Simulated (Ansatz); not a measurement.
# TiO2 (I4_1/amd): equation of state

Aim: the bulk modulus of TiO2 (I4_1/amd) from energies at several volumes around the relaxed one, with shape and atoms relaxed at each.

Computed with Ansatz 0.2.0 (DFT r²SCAN, scalar-relativistic, plane waves, PAW, unless a step's input says otherwise).

## (1) The system as given

It takes space group I4_1/amd (No. 141, tetragonal). The conventional cell has a = 3.778 Å, b = 3.778 Å, c = 9.581 Å, α = 90.00°, β = 90.00°, γ = 90.00°. Ti (site symmetry -4m2) is surrounded by 6 O at 1.93 to 1.99 Å. O (site symmetry 2mm) is surrounded by 3 Ti at 1.93 to 1.99 Å.

Coordinates:

```
CELL_PARAMETERS angstrom
-1.88912 1.88912 4.79071
1.88912 -1.88912 4.79071
1.88912 1.88912 -4.79071
ATOMIC_POSITIONS crystal
Ti 0.00000 0.00000 0.00000
Ti 0.75000 0.25000 0.50000
O 0.20729 0.20729 0.00000
O 0.95729 0.45729 0.50000
O 0.54271 0.04271 0.50000
O 0.79271 0.79271 0.00000
```

An earlier run at r²SCAN left this cell at 11.398 Å³/atom and 0.00 GPa (8×8×8 mesh).

Volume factors to run: 0.980, 1.020, 0.960, 1.040.

## (2) At 0.980 of the relaxed volume

input.yaml

```yaml
crystal:
  lattice:
    - [-1.87643957, 1.87643957, 4.7585605768]
    - [1.87643957, -1.87643957, 4.7585605768]
    - [1.87643957, 1.87643957, -4.7585605768]
  atoms:
    - { symbol: Ti, position: [0.0, 0.0, 0.0] }
    - { symbol: Ti, position: [0.75, 0.25, 0.5] }
    - { symbol: O, position: [0.2072929117, 0.2072929117, 0.0] }
    - { symbol: O, position: [0.9572929117, 0.4572929117, 0.5] }
    - { symbol: O, position: [0.5427070883, 0.0427070883, 0.5] }
    - { symbol: O, position: [0.7927070883, 0.7927070883, 0.0] }
basis:
  ecutwfc: 500
  ecutrho_ratio: 4
kpoints:
  mp_grid: { grid: [8, 8, 8] }
hamiltonian:
  xc: r2scan
scf:
  occupations: { method: gaussian, width: 0.05 }
output:
  forces: true
  stress: true
  eigenvalues: true
relax:
  f_tol: 0.01
  max_steps: 40
  cell: { stress_tol: 0.1, fix: [volume] }
```

On the command line:

```
> ansatz run input.yaml --threads 4 --pin off --max-ram 10240MiB --backend cpu --events-out ev --progress --plain --runs-dir out
```

Further steps of the session: Scaling the volume by 1.020; Scaling the volume by 0.960; Volume × 1.040.

What does the calculation give? Wanted: V0; B0; B0′; scatter of the fit.

The runs gave:

| quantity | value |
| --- | --- |
| V0 | 11.399 Å³/atom |
| B0 | 189 GPa |
| B0′ | 2.5 |
| scatter of the fit | 0.000 meV/atom |

A third-order Birch–Murnaghan fit puts the minimum at 11.40 Å³/atom with a bulk modulus of 189 GPa. One per cent of compression takes about 1.9 GPa. These are values at 0 K without zero-point motion.
